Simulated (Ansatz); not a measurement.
# VW2C3 (P1) in Ansatz: convergence with ecutrho ratio

Aim: find how far ecutrho ratio must go before the results for VW2C3 settle, at PBE. This setting moves, with any that are tied to it; all else stays.

Everything below comes from runs of Ansatz 0.2.0. Logs are shortened: lines on timing, memory, paths and dates and some standing lists are left out, and cuts for length are marked.

### 1 The cell of the first run

The typed cell holds 6 atoms: a = 5.293 Å, b = 5.293 Å, c = 5.293 Å, α = 146.52°, β = 131.79°, γ = 59.97°.

The cell comes from a database or a generator and needn't be the stable form of this composition.

The cell isn't the ideal one: atoms moved at random, drawn with an rms of 0.05 Å.

### 2 With ecutrho ratio 4

Input file input.yaml:

```yaml
crystal:
  lattice:
    - [-1.524485, 2.16193, 4.585029]
    - [1.524485, -2.16193, 4.585029]
    - [1.524485, 2.16193, -4.585029]
  atoms:
    - { symbol: W, position: [0.843989, 0.333434, 0.501613] }
    - { symbol: W, position: [0.180211, 0.677272, 0.531475] }
    - { symbol: V, position: [0.484987, 0.007104, 0.498952], spin: 2.0 }
    - { symbol: C, position: [0.322751, 0.354908, -0.005148] }
    - { symbol: C, position: [0.660428, 0.652092, 0.003886] }
    - { symbol: C, position: [-0.008518, 0.004376, 0.001564] }
hamiltonian:
  xc: pbe
  pseudopotentials: { kind: paw }
magnetization:
  spin_polarized: true
kpoints:
  mp_grid: { grid: [5, 7, 8] }
scf:
  occupations: { method: fermi_dirac, width: 0.1 }
output:
  forces: true
  stress: true
  eigenvalues: true
basis:
  ecutrho_ratio: 4
```

Potentials or basis: Ansatz PAW.

Command:

```bash
> ansatz run input.yaml --threads 2 --pin off --max-ram 5632MiB --backend cpu --events-out ev --progress --plain --runs-dir out
```

Run time: 38 s. Hardware: 2 threads of Arm Neoverse V2, shared host; peak memory 0.65 GiB.

Results:

| Quantity | Value |
| --- | --- |
| Free energy | -24434.7298 eV |
| Pressure | 0.1 GPa |
| Largest force | 1.636 eV/Å |
| Band gap on the k mesh | none (metal or under the smearing width) |
| Net moment | 0.00 μB per cell |
| Absolute moment | 0.00 μB per cell |

### 3 With ecutrho ratio 5

input.yaml: that of step 2 with these lines changed.

```diff
@@ -26,2 +26,2 @@
 basis:
-  ecutrho_ratio: 4
+  ecutrho_ratio: 5
```

Potentials or basis: Ansatz PAW.

Command:

```bash
> ansatz run input.yaml --threads 2 --pin off --max-ram 5632MiB --backend cpu --events-out ev --progress --plain --runs-dir out
```

It took 39 s on 2 threads of Arm Neoverse V2, shared host; peak memory 0.67 GiB.

What came out:

| Item | Value |
| --- | --- |
| Free energy | -24434.7298 eV |
| Pressure | 0.1 GPa |
| Largest force | 1.636 eV/Å |
| Band gap on the k mesh | none (metal or under the smearing width) |
| Net moment | 0.00 μB per cell |
| Absolute moment | 0.00 μB per cell |

### 4 With ecutrho ratio 6

input.yaml: that of step 3 with these lines changed.

```diff
@@ -26,2 +26,2 @@
 basis:
-  ecutrho_ratio: 5
+  ecutrho_ratio: 6
```

Command:

```bash
> ansatz run input.yaml --threads 2 --pin off --max-ram 5632MiB --backend cpu --events-out ev --progress --plain --runs-dir out
```

Wall time 39 s (2 threads of Arm Neoverse V2, shared host); peak memory 0.67 GiB.

What came out:

* Free energy: -24434.7298 eV
* Pressure: 0.1 GPa
* Largest force: 1.636 eV/Å
* Band gap on the k mesh: none (metal or under the smearing width)
* Net moment: 0.00 μB per cell
* Absolute moment: 0.00 μB per cell

### 5 With ecutrho ratio 8

input.yaml: that of step 4 with these lines changed.

```diff
@@ -26,2 +26,2 @@
 basis:
-  ecutrho_ratio: 6
+  ecutrho_ratio: 8
```

Command:

```bash
> ansatz run input.yaml --threads 2 --pin off --max-ram 5632MiB --backend cpu --events-out ev --progress --plain --runs-dir out
```

It took 39 s on 2 threads of Arm Neoverse V2, shared host; peak memory 0.71 GiB.

Results (log left out):

| Property | Result |
| --- | --- |
| Free energy | -24434.7299 eV |
| Pressure | 0.1 GPa |
| Largest force | 1.636 eV/Å |
| Band gap on the k mesh | none (metal or under the smearing width) |
| Net moment | 0.00 μB per cell |
| Absolute moment | 0.00 μB per cell |

### 6 With ecutrho ratio 10

input.yaml: that of step 5 with these lines changed.

```diff
@@ -26,2 +26,2 @@
 basis:
-  ecutrho_ratio: 8
+  ecutrho_ratio: 10
```

Potentials or basis: Ansatz PAW.

Command:

```bash
> ansatz run input.yaml --threads 2 --pin off --max-ram 5632MiB --backend cpu --events-out ev --progress --plain --runs-dir out
```

Run time: 39 s. Hardware: 2 threads of Arm Neoverse V2, shared host; peak memory 0.74 GiB.

Results (log left out):

```
Free energy            : -24434.7299 eV
Pressure               : 0.1 GPa
Largest force          : 1.636 eV/Å
Band gap on the k mesh : none (metal or under the smearing width)
Net moment             : 0.00 μB per cell
Absolute moment        : 0.00 μB per cell
```

### 7 With ecutrho ratio 12

input.yaml: that of step 6 with these lines changed.

```diff
@@ -26,2 +26,2 @@
 basis:
-  ecutrho_ratio: 10
+  ecutrho_ratio: 12
```

Potentials or basis: Ansatz PAW.

Command:

```bash
> ansatz run input.yaml --threads 2 --pin off --max-ram 5632MiB --backend cpu --events-out ev --progress --plain --runs-dir out
```

The log of the run:

```text
Warning: RAYON_NUM_THREADS=2 ignored (pool sized by the plan → 2); use --threads N
basis.fft_grid_basis auto: the FFT boxes are laid along the combinations [[1, 0, 1], [0, 1, 1], [0, 0, 1]] of the cell's own vectors, 4.324, 3.049 and 5.293 Å long. The dense box has 54×36×64 points. Along the cell's own vectors, as sized, it would have 64×64×64, 2.11 times as many. basis.fft_grid_basis: typed keeps the cell's own vectors: state it where this run's energies or levels are differenced outside the engine with another run's, or held beside a run that keeps those vectors.
Engine: ansatz 0.2.0, aarch64-unknown-linux-gnu
Pseudopotentials: kind: paw
Pseudopotential: W, paw, valence charge 14, recommended cutoff 420 eV (normal), W.paw.azcp
Pseudopotential: V, paw, valence charge 13, recommended cutoff 420 eV (normal), V.paw.azcp
Pseudopotential: C, paw, valence charge 4, recommended cutoff 420 eV (normal), C.paw.azcp
Functional definition: PBE
  parameter kappa = 0.804
  parameter beta = 0.06672455060314922
  exchange = pbe_x(kappa = kappa, mu = beta*pi^2/3)
  correlation = pbe_c(beta = beta)
Crystal: 6 atoms, lattice volume = 60.446 Å³
Basis set: ecut = 420 eV, 1213 PW (Γ), FFT grids on a1+a3, a2+a3, a3, exchange–correlation on 108×72×128 points (8 copies of the dense FFT grid, shifted against one another)
Bands: 34, of which v1, the nominal top of the filled ones, is band 27 counted from 1 (26 counted from 0)
Symmetry: 1 space group operations
Space group: P1 (ITA 1), of the structure as read, at distance tolerance 3.9e-5 Å
Magnetic group: BNS 1.1 (UNI 1), of the structure as read, at distance tolerance 3.9e-5 Å
k-points: 141 of 280 (time reversal used)
Non-local potential: W, projectors of the file, l = 0: 3, l = 1: 2, l = 2: 2, l = 3: 1
Non-local potential: V, projectors of the file, l = 0: 3, l = 1: 2, l = 2: 3, l = 3: 1
Non-local potential: C, projectors of the file, l = 0: 2, l = 1: 2, l = 2: 1
PAW form: soft (Blöchl's): semilocal exchange-correlation on the pseudo side does not see the compensation charge
PAW one-centre angular grid: W, 590 points (default); XC on 64 Gauss nodes
PAW one-centre angular grid: V, 590 points (default); XC on 64 Gauss nodes
PAW one-centre angular grid: C, 110 points (default); XC on 64 Gauss nodes
Initial density: superposition of atomic densities (chi_scale 0.1, normalization cell, long waves kept (reshape's long-wave potential 0.00 eV rms))
Starting moments: Σ|m| = 2 μB on 1 of 6 sites
[... 19 lines left out ...]
SCF 1 converged in 14 iterations: F = -24434.729852 eV  dr2 = 6.35e-9
WARN: the starting moments were not kept: the SCF closed with an absolute magnetisation of 1.0e-5 μB, where they sum to 2 μB in size (1 site). That is at most 0.1 of that sum. Measured as dr2_m measures the in/out step, that magnetisation stands 3.9e-11 eV from none, at or under the dr2_threshold of 1.0e-7 eV: it is no larger than a step whose dr2_m would equal this threshold. The system may hold no moment; this SCF shows only that its start led to no more than that. To try another start: raise the starting moments (crystal.atoms[].spin, magnetization.per_species, magnetization.initial_magnetization, or on a non-collinear deck that types none of these the spinor_matrix: blocks that start its atoms; where the total moment is fixed, keep their sum and leave initial_magnetization as it is; typed ones take the place of any that the run laid by itself, positive ones on a crystal's lanthanoids without a Hubbard term where scf.initial_density.shell_occupations: [] is typed) or, if the notice of its spin-set hold's release reads "site moments contracting" or "site moments show no strong build", lengthen the hold (scf.mixing.spin_hold: { on: { confirm: 4 } }; for m-r²SCAN on two components see the key's manual first). Each may lead to a state that holds a moment. A second SCF, from the converged charge density, with the starting moments and any scf.initial_density.shell_occupations laid on it anew, would have followed, and was not run: the deck does not ask for one (magnetization.retry_lost_moments is false, the default). To let it run, set magnetization.retry_lost_moments: true and run the deck again, where that key's refused combinations let it; where memory then withholds it, that run's warning says so.
SCF converged after 14 iterations
Magnetization: -0.0000 μB (26.5000 up, 26.5000 down)
Absolute magnetization: 0.0000 μB (∫|ρ↑−ρ↓|, with the PAW one-centre terms)
Spin contamination: 0.0000 ħ² per cell (⟨S²⟩ above its minimum at these occupations)
Per-site moments (μB) at R_I (Å): [(-4.283469368801761e-7, 0.8480809759855931), (-4.6160438861031565e-7, 0.8728708069562573), (-5.446013217754441e-6, 0.8559075274064837), (7.167644401268722e-7, 0.8480809759855931), (7.284729596472592e-7, 0.8559075274064837), (5.442318933944216e-7, 0.8604849458940516)]
Free energy (F): -24434.729852 eV
Harris-Foulkes:  -24434.729852 eV  (|F-HF|=5.82e-9)
Internal energy: -24434.618148 eV  (E = F + TS)
E sigma→0 (E₀):  -24434.674000 eV
Entropy (-TS):   -0.111704 eV (-18.617 meV/atom)
Fermi energy:    20.270588 eV
--- Per-component energies (eV) ---
  E_band       = -240.240675
  E_kinetic    = 1509.667326
  E_local      = -2290.935456  (includes V_loc(G=0)·N_el)
  E_nonlocal   = 31.883637
  E_hartree    = 900.442606
  E_xc         = -811.887673
  E_vxc        = -826.287370  (∫ρ·V_xc dr)
  E_paw        = -18533.533092  (= ΣΔE_a)
  E_vpaw       = -465.451986  (= ΣTr[D̂ρ^β])
  E_aug_tail   = -0.000003  (compensation charges beyond the density's cutoff)
  E_ewald      = -5240.255493
  E_smearing   = -0.111704  (= −TS)
  E_closure    = -0.000000  (closes the sum)
  Σ components = -24434.729852   (vs F -24434.729852, Δ=0.00e0)
--- Forces (eV/Å), atoms counted from 1 ---
  atom   1  W      0.07016160    -1.00708248    -0.90872911
  atom   2  W      0.03790246    -0.63087928     0.26145386
  atom   3  V     -0.06308802     0.18237849     0.19356982
  atom   4  C     -0.16093689     1.34494207    -0.91729432
  atom   5  C      0.28403462     0.13497010     0.92457092
  atom   6  C     -0.16807537    -0.02432056     0.44642838
  max |Σ_I F_I| component: 8.34e-6 eV/Å
--- Stress (GPa, compression-positive) ---
        0.191969       0.443834      -0.493536
        0.443835       1.632625       0.007614
       -0.493536       0.007614      -1.381147
  P = ⅓ Tr σ = 0.1478 GPa (1.478 kbar)
--- Band table (eV; the first three rows and the last of 282) ---
  k-point 0 ↑: bands = ["-54.8797", "-54.8417", "-44.7679", "-19.3778", "-19.2933", "-19.1049", "-19.0606", "-19.0206", "-18.9556", "-18.6212", "-18.5969", "-18.5677", "5.0474", "8.2858", "8.6889", "12.7050", "13.5977", "14.2430", "14.9439", "15.2267", "15.9018", "17.9379", "18.1047", "18.2061", "19.3898", "19.6508", "19.8578", "19.9310", "20.1123", "20.3174", "20.5315", "21.2095", "21.5315", "22.3736"]
  k-point 1 ↑: bands = ["-54.8756", "-54.8412", "-44.7658", "-19.3772", "-19.2872", "-19.1034", "-19.0898", "-19.0245", "-19.0017", "-18.6278", "-18.6036", "-18.5873", "5.4629", "8.3718", "8.6028", "12.9624", "13.2989", "14.6117", "14.8950", "14.9739", "15.6315", "16.8977", "17.3790", "17.5364", "18.7046", "18.8343", "20.0714", "20.5645", "20.8427", "21.0997", "21.1934", "22.0218", "22.1851", "22.6085"]
  k-point 2 ↑: bands = ["-54.8659", "-54.8399", "-44.7609", "-19.3593", "-19.2692", "-19.1945", "-19.1756", "-19.0893", "-18.9911", "-18.6563", "-18.6097", "-18.6033", "6.6025", "8.3679", "8.6173", "13.0278", "13.3386", "14.4901", "14.6493", "14.8180", "15.1687", "15.3666", "15.9620", "16.2154", "19.6103", "19.6402", "20.2335", "20.4344", "20.8925", "21.0886", "21.4203", "22.5510", "22.7690", "23.9620"]
  k-point 140 ↓: bands = ["-54.8635", "-54.8405", "-44.7601", "-19.3538", "-19.2801", "-19.2315", "-19.1660", "-19.0791", "-18.9965", "-18.6615", "-18.6234", "-18.5952", "6.9173", "8.3200", "8.6056", "13.0286", "13.2851", "14.2121", "14.5533", "14.7039", "15.1296", "15.3235", "15.8390", "16.1194", "19.4245", "19.7205", "20.2690", "20.7218", "20.8642", "21.2995", "21.6379", "22.4641", "22.9732", "23.8194"]
```

It took 39 s on 2 threads of Arm Neoverse V2, shared host; peak memory 0.76 GiB.

Results:

- Free energy: -24434.7299 eV
- Pressure: 0.1 GPa
- Largest force: 1.636 eV/Å
- Band gap on the k mesh: none (metal or under the smearing width)
- Net moment: 0.00 μB per cell
- Absolute moment: 0.00 μB per cell

### 8 The series at a glance

| ecutrho ratio | energy less the tightest run, at zero smearing (meV/atom) | SCF cycles | CPU time (s) | peak memory (GiB) |
| --- | --- | --- | --- | --- |
| 4 | 0.00 | 14 | 76 | 0.65 |
| 5 | 0.00 | 14 | 76 | 0.67 |
| 6 | 0.00 | 14 | 77 | 0.67 |
| 8 | 0.00 | 14 | 77 | 0.71 |
| 10 | 0.00 | 14 | 77 | 0.74 |
| 12 | 0.00 | 14 | 78 | 0.76 |

Against the tightest run, the energy stays within 1 meV/atom from 4 on. The tightest run that finished is the yardstick and may itself not be fully converged.

Caveats: the starting moments weren't kept.
